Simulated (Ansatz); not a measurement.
# LaAgSb2: the cost of one run

The runs shown are made with Ansatz 0.2.0. PAW datasets, plane waves, zero pressure. Spin-unpolarised throughout; all numbers are computed.

The COD entry's cell or inner coordinates are ideal or old and differ from later refinements, so a difference from it is no clean test against experiment.

## 1. The structure to begin with

This is the cell as the run starts from it, not yet at rest; its lengths are not the crystal's.

It is tetragonal, P4/nmm (No. 129); conventional cell a = 4.359 Å, c = 10.787 Å, 25.62 Å³ an atom. Near La stand 8 Sb at 3.22–3.60 Å and 4 Ag at 3.34 Å; near Ag stand 4 Ag at 3.08 Å and 4 La at 3.34 Å; near Sb stand 4 Sb at 2.90 Å and 4 La at 3.22 Å; near Sb stand 8 Sb at 2.90–3.08 Å and 4 La at 3.60 Å.

Coordinates:

```
La Ag Sb
1.0
     4.35900    0.00000    0.00000
     0.00000    4.35900    0.00000
     0.00000    0.00000   10.78700
La Ag Sb
2 2 4
Direct
  0.50000 0.00000 0.76510
  0.00000 0.50000 0.23490
  0.00000 0.00000 0.00000
  0.50000 0.50000 0.00000
  0.50000 0.00000 0.32200
  0.00000 0.50000 0.67800
  0.00000 0.00000 0.50000
  0.50000 0.50000 0.50000
```

## 2. Relaxation with PBE

input.yaml

```yaml
crystal:
  lattice:
    - [4.359, 0.0, 0.0]
    - [0.0, 4.359, 0.0]
    - [0.0, 0.0, 10.787]
  atoms:
    - { symbol: La, position: [0.5, 0.0, 0.7651] }
    - { symbol: La, position: [0.0, 0.5, 0.2349] }
    - { symbol: Ag, position: [0.0, 0.0, 0.0] }
    - { symbol: Ag, position: [0.5, 0.5, 0.0] }
    - { symbol: Sb, position: [0.5, 0.0, 0.322] }
    - { symbol: Sb, position: [0.0, 0.5, 0.678] }
    - { symbol: Sb, position: [0.0, 0.0, 0.5] }
    - { symbol: Sb, position: [0.5, 0.5, 0.5] }
kpoints:
  mp_grid: { grid: [6, 6, 2] }
hamiltonian:
  xc: pbe
scf:
  occupations: { method: fermi_dirac, width: 0.02 }
relax:
  f_tol: 0.005
  cell: {}
output:
  write_density: true
  write_potential: true
  elf: true
  volumetric_format: npy
```

Started as:

```console
$ ansatz run input.yaml --threads 4 --pin off --max-ram 7372MiB --backend cpu --events-out ev --progress --plain --runs-dir out
```

**Question.** How long does this run take on 4 threads of Arm Neoverse N1, shared host, and how much memory does it need?

About 2.1 min, with a peak of 0.83 GiB.
